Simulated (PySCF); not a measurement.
# C2H8Ge (GeEtH3): the cost of one run

The runs use PySCF 2.14.0, with density-fitted response routines of our own; the level of theory stands in each step. All values are computed, except where a source is named. Atoms count from 0, in the outputs and in this text.

**1. The starting structure**

11 atoms, charge 0, multiplicity 1; geometry from: GFN2-xTB. The atoms were then displaced at random by about 0.03 Å, so the start is not that level's minimum.

Bonds of the start (Å): Ge0–C1 1.96, Ge0–H8 1.42, Ge0–H9 1.58, Ge0–H10 1.48, C1–C2 1.50, C1–H3 1.12, C1–H4 1.08, C2–H5 1.11, C2–H6 1.17, C2–H7 1.07.

**2. Geometry optimisation at PBE0-D3(BJ)/def2-SVP**

What the job is given:

```
{"job": {"xc": "PBE0", "basis": "def2-SVP", "d3": "d3bj", "grid": 1, "maxiter": 40, "shake": 0.03, "kind": "geom"}, "charge": 0, "multiplicity": 1}
Ge    -0.244970    -0.497020    -1.405770
C     -0.302920    -0.434490     0.548850
C      0.462230     0.728950     1.103020
H      0.224550    -1.361710     0.898010
H     -1.322340    -0.388620     0.888200
H      0.498850     0.732040     2.210490
H      1.587140     0.672730     0.798180
H      0.161790     1.706230     0.783020
H      1.074500    -0.426120    -1.920970
H     -0.981370     0.797310    -1.928500
H     -1.059400    -1.614800    -1.943650
```

Launch:

```console
$ OMP_NUM_THREADS=1 python probes_run.py task.json out
```

The driver reads the jobs from task.json and runs them one after another.

Q: Estimate the wall time and peak memory of this first job on 1 thread of AMD EPYC, shared host.

About 28 s, with a peak of 0.39 GiB.
